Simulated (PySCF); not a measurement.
# C3BF2N: the cost of one run

Programs: PySCF 2.14.0, with density-fitted response routines of our own. Each step states its level of theory. These are calculated values for one molecule in the gas phase, unless marked as measured. Atoms count from 0, in the outputs and in this text.

## 1. Starting geometry

7 atoms, charge 0, multiplicity 1; geometry from: GFN2-xTB. The atoms were then displaced at random by about 0.01 Å, so the start is not that level's minimum.

Bonds of the start (Å): N0–C1 1.13, C1–C2 1.35, C2–C3 1.27, C3–B4 1.48, B4–F5 1.30, B4–F6 1.32.

## 2. Geometry optimisation at PBE0-D3(BJ)/def2-SVP

What the job is given:

```
{"job": {"xc": "PBE0", "basis": "def2-SVP", "d3": "d3bj", "grid": 1, "shake": 0.01, "kind": "geom"}, "charge": 0, "multiplicity": 1}
N     -3.407370    -0.645300     0.356690
C     -2.310020    -0.418380     0.234360
C     -0.988710    -0.173440     0.089100
C      0.252370     0.044300    -0.029330
B      1.703990     0.301310    -0.192140
F      2.585360    -0.657820    -0.206460
F      2.198330     1.520240    -0.302160
```

Started as:

```
OMP_NUM_THREADS=1 python probes_run.py task.json out
```

This one command runs all jobs of the session in turn.

**Question.** How long does this first job take on 1 thread of Arm Neoverse V2, shared host, and how much memory does it need?

About 26 s, with a peak of 0.44 GiB.
